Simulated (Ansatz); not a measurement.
# AlBr3: the cost of one run

Program: Ansatz 0.2.0. Level of theory: the levels named in each step. These are calculated values, not measurements.

## Step 1: The starting structure

Bond lengths: Br1–Al2 2.245 Å, Al2–Br3 2.241 Å, Al2–Br4 2.249 Å. Angles: Br1–Al2–Br3 120.2°, Br1–Al2–Br4 119.8°, Br3–Al2–Br4 120.0°.

Coordinates:

```xyz
4

Br   -1.8411   -1.2846   -0.0019
Al    0.0024   -0.0038   -0.0013
Br    2.0331   -0.9522    0.0056
Br   -0.1919    2.2368   -0.0034
```

## Step 2: A rough first relaxation, PBE-D4/def2-SVP

This run stands in another session on the same molecule. It ended at:

```xyz
4

Br   -1.8435   -1.2865   -0.0021
Al    0.0012   -0.0018   -0.0006
Br    2.0368   -0.9541    0.0054
Br   -0.1920    2.2386   -0.0036
```

## Step 3: Relaxation, PBE0-D4/def2-TZVPP

This run stands in another session on the same molecule. It ended at:

```xyz
4

Br   -1.8274   -1.2763   -0.0022
Al    0.0006   -0.0010   -0.0003
Br    2.0191   -0.9463    0.0053
Br   -0.1899    2.2198   -0.0037
```

## Step 4: Frequencies, PBE0-D4/def2-TZVPP

Input file input.yaml:

```yaml
crystal:
  periodic: [false, false, false]
  atoms:
    - { symbol: Br, position_ang: [-1.82738669, -1.27630963, -0.00218607] }
    - { symbol: Al, position_ang: [0.00061672, -0.00098679, -0.00026888] }
    - { symbol: Br, position_ang: [2.01912523, -0.94625707, 0.00527051] }
    - { symbol: Br, position_ang: [-0.18994526, 2.21978349, -0.00366556] }
basis:
  gaussian: { orbitals: def2-TZVPP }
hamiltonian:
  xc: pbe0
  dispersion: d4
phonons: {}
```

Started as:

```
$ ansatz run input.yaml --threads 4 --pin off --max-ram 10240MiB --backend cpu --events-out ev --progress --plain --runs-dir out
```

What time and memory should one allow on 4 threads of Intel Xeon at 2.50GHz (Skylake/Cascade Lake), shared host?

About 7.2 min, with a peak of 0.74 GiB.
